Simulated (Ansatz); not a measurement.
Below is the output of a Python script on Ansatz 0.2.0, Python API that makes a ladder of methods at one geometry of AlGeH₇OSi, SMILES [AlH2][SiH2][O][GeH3]. Write a script that gives it. Level of theory (for the species named): MP2, def2-SVP basis, multiplicity 1. The script varies method: mp2, ccsd, ccsd_t.

```xyz
11

Al   -0.9386    1.8258    0.7283
Si   -0.2180   -0.3259    1.1447
O     1.2797   -0.5787    0.3789
Ge    1.0311   -1.0106   -1.3120
H    -1.2611    2.3281   -0.8039
H    -1.2240    2.9012    1.9253
H    -0.0263   -0.4618    2.6040
H    -1.1720   -1.2969    0.6974
H     2.2956   -1.2150   -2.0253
H     0.1451   -2.3390   -1.3336
H     0.1538    0.1158   -1.9830
```

Running `python methods.py` prints:
```text
Hartree-Fock reference -2684.664105 Ha
mp2      total -2685.251027 Ha  correlation  -15.9710 eV  (90.2 % of the last)
ccsd     total -2685.298403 Ha  correlation  -17.2601 eV  (97.5 % of the last)
ccsd_t   total -2685.314781 Ha  correlation  -17.7058 eV  (100.0 % of the last)
```

The script that was run (others could print the same):

`methods.py`:
```python
# -*- coding: utf-8 -*-
"""AlGeH7OSi at several levels of theory."""

import ansatz as az
from ase import Atoms


def main():
    atoms = Atoms(["Al", "Si", "O", "Ge", "H", "H", "H", "H", "H", "H", "H"], positions=[
        [-0.9386, 1.8258, 0.7283],
        [-0.218, -0.3259, 1.1447],
        [1.2797, -0.5787, 0.3789],
        [1.0311, -1.0106, -1.312],
        [-1.2611, 2.3281, -0.8039],
        [-1.224, 2.9012, 1.9253],
        [-0.0263, -0.4618, 2.604],
        [-1.172, -1.2969, 0.6974],
        [2.2956, -1.215, -2.0253],
        [0.1451, -2.339, -1.3336],
        [0.1538, 0.1158, -1.983],
    ])
    geometry = az.Crystal.molecule_from_ase(atoms)

    calculation = geometry.calculation().basis(gaussian="def2-SVP")

    methods = ["mp2", "ccsd", "ccsd_t"]
    reports = [calculation.correlation(m).run(threads=1, pin="off").report for m in methods]
    print(f"Hartree-Fock reference {reports[0]['reference_energy_ev'] / 27.211386246:.6f} Ha")
    best = reports[-1]["free_energy_ev"] - reports[-1]["reference_energy_ev"]
    for method, each in zip(methods, reports):
        gained = each["free_energy_ev"] - each["reference_energy_ev"]
        print(f"{method:8s} total {each['free_energy_ev'] / 27.211386246:.6f} Ha  correlation {gained:9.4f} eV  ({100 * gained / best:.1f} % of the last)")


if __name__ == "__main__":
    main()
```

Reading the output:
- These settings explore the input space; basis and method may be short of convergence.
- The geometry is a force-field or estimated start, not a minimum of this method, and the basis set is short of its limit. A lower total doesn't mark the better method: functionals have no common bound, and MP2 and coupled cluster aren't variational.
- Inner cores stay frozen; a filled d shell under the valence of the heavier atoms is correlated with it.
- Run time: 42 s on 1 thread of Arm Neoverse V2, with other jobs on the host, peak memory 0.61 GiB.

(A comment or docstring line of the script was reworded after the run, the code is as it ran; lines on the test bed's own set-up are left out of the output.)
